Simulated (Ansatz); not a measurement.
# Pt (fcc type): how the settings move a relaxation

Aim: see which settings change the result for Pt (fcc type), by how much, and at what cost.

Program: Ansatz 0.2.0. Level of theory: reference: DFT, r2SCAN, PAW with Ansatz's default frozen-core files, scalar-relativistic. These are calculated values, not measurements.

### 1 Starting point

The structure is cubic, space group Fm-3m (No. 225). The conventional cell has a = 3.923 Å, b = 3.923 Å, c = 3.923 Å, α = 90.00°, β = 90.00°, γ = 90.00°. Around Pt (site symmetry m-3m) lie 12 Pt at 2.77 Å.

Structure file:

```cif
data_structure
_symmetry_space_group_name_H-M 'P 1'
_symmetry_Int_Tables_number 1
_cell_length_a 2.7738
_cell_length_b 2.7738
_cell_length_c 2.7738
_cell_angle_alpha 60.000
_cell_angle_beta 60.000
_cell_angle_gamma 60.000
_cell_volume 15.09
loop_
_atom_site_label
_atom_site_type_symbol
_atom_site_fract_x
_atom_site_fract_y
_atom_site_fract_z
_atom_site_occupancy
Pt1 Pt 0.00000 0.00000 0.00000 1
```

### 2 The reference run

input.yaml

```yaml
crystal:
  lattice:
    - [0.0, 1.9613408845, 1.9613408845]
    - [1.9613408845, 0.0, 1.9613408845]
    - [1.9613408845, 1.9613408845, 0.0]
  atoms:
    - { symbol: Pt, position: [0.0, 0.0, 0.0] }
kpoints:
  mp_grid: { grid: [19, 19, 19] }
scf:
  occupations: { method: fermi_dirac, width: 0.1 }
hamiltonian:
  xc: r2scan
  pseudopotentials: { kind: paw }
output:
  forces: true
  stress: true
relax:
  f_tol: 0.005
  max_steps: 40
  cell: {}
```

Started as:

```
ansatz run input.yaml --threads 2 --pin off --max-ram 4096MiB --backend cpu --events-out ev --progress --plain --runs-dir out
```

### 3 Changing settings: dispersion d4

input.yaml, as its differences from that of step 2:

```diff
@@ -14,2 +14,3 @@
   pseudopotentials: { kind: paw }
+  dispersion: d4
 output:
```

Before running it: what results should come out? Wanted: for each run, ending; energy change; pressure; gap; force.

The runs gave:

```
             run     ending                                     energy change  pressure (GPa)  gap (eV)  force (eV/Å)  cycles   time
       reference  converged                                                 0             0.0      0.00          0.00      32  7.4 s
1: dispersion d4  converged  -253.0 meV/atom (offset of the dispersion model)             0.0      0.00          0.00      28  5.7 s
```

**Reading.** The energy moves by -253.0 meV/atom, nearly all of it the dispersion term itself (-253.8 meV/atom); that offset belongs to the model and is no gain or loss of stability; the final volume goes from 15.31 to 15.19 Å³.
